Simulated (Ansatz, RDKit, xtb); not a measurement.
# C3H8F2O2Si: ranking a sample of isomers

Which of a sample of isomers of C3H8F2O2Si is the most stable in the gas at 298.15 K, and what are its properties? The sample is small against all isomers, and the most stable one of this formula need not be in it.

Plan: many cheap relaxations first (GFN2-xTB), then density-functional screening, relaxation at PBE0-D3(BJ)/def2-SVP, vibrations (at GFN2-xTB) and a final energy. The numbers are computed, not measured.

### Step 1. Candidates

Isomers were taken from a list of plausible structures; this is a sample, not all of them. That gives 5 candidates.

| label | SMILES | spin |
| --- | --- | --- |
| c105 | C[C@H](CO)O[SiH](F)F | singlet |
| c131 | C[C@H](O[SiH3])OC(F)F | singlet |
| c391 | CCO[Si@H](O)C(F)F | singlet |
| c453 | OCCCO[SiH](F)F | singlet |
| c486 | CO[SiH2]OCC(F)F | singlet |

Candidates are built by distance geometry, with a force field where one applies, in up to four conformers (letters a to d).

**Question.** With final energies at CCSD(T)/def2-SVP + MP2/def2-TZVPP - MP2/def2-SVP, which structure will this search put lowest in free energy, and by what margin?

| quantity | value |
| --- | --- |
| lowest structure found | C[C@H](CO)O[SiH](F)F, singlet |
| next finalist | OCCCO[SiH](F)F, singlet, 2.9 kcal/mol higher in G |
| share at equilibrium, among the finalists | 99.3 % |

The search ends on `C[C@H](CO)O[SiH](F)F`. The margin, 2.9 kcal/mol, is modest. GFN2-xTB, HF/STO-3G, r2SCAN-D4/def2-SVP, PBE0-D3(BJ)/def2-SVP, HF/def2-SVP and MP2/def2-SVP already put its bonding pattern lowest among the structures in one piece. 4 minima inside the window were never screened. Lowest found is not proven lowest: the search is finite, and each finalist counts with one conformer. Only 5 drawn patterns were tried, so whole families of isomers are missing, and the result ranks this sample alone.
